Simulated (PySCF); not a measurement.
# Ge3H9P ((GeH3)3P): the cost of one run

Programs: PySCF 2.14.0, with routines of our own; each step states its level. All values are computed. Atoms count from 0.

## 1. The starting structure

13 atoms, charge 0, multiplicity 1; geometry from: GFN2-xTB.

## 2. Geometry optimisation at PBE0-D3(BJ)/def2-SVP

Job settings and geometry (Å):

```
{"job": {"xc": "PBE0", "basis": "def2-SVP", "d3": "d3bj", "grid": 1, "maxiter": 30, "shake": 0.01, "kind": "geom"}, "charge": 0, "multiplicity": 1}
Ge     1.864130    -0.711840    -0.099800
P      0.064490     0.211500    -1.261300
Ge    -0.334790     1.930190     0.215420
Ge    -1.482530    -1.199140    -0.385930
H      1.648740    -0.905620     1.364740
H      2.198470    -2.020970    -0.685620
H      3.062280     0.191610    -0.253310
H     -0.361860     1.569700     1.678840
H      0.760060     2.978000     0.113090
H     -1.620210     2.603670    -0.090800
H     -2.899690    -0.721230    -0.739750
H     -1.505200    -1.380230     1.120220
H     -1.388070    -2.562540    -0.986140
```

On the command line:

```sh
> OMP_NUM_THREADS=1 python heavy_run.py task.json out
```

This one command runs all jobs of the session in turn.

**Question.** How long does this first job take on 1 thread of Intel Xeon Platinum 8259CL at 2.50GHz, shared host, and how much memory does it need?

About 97 s, with a peak of 0.8 GiB.
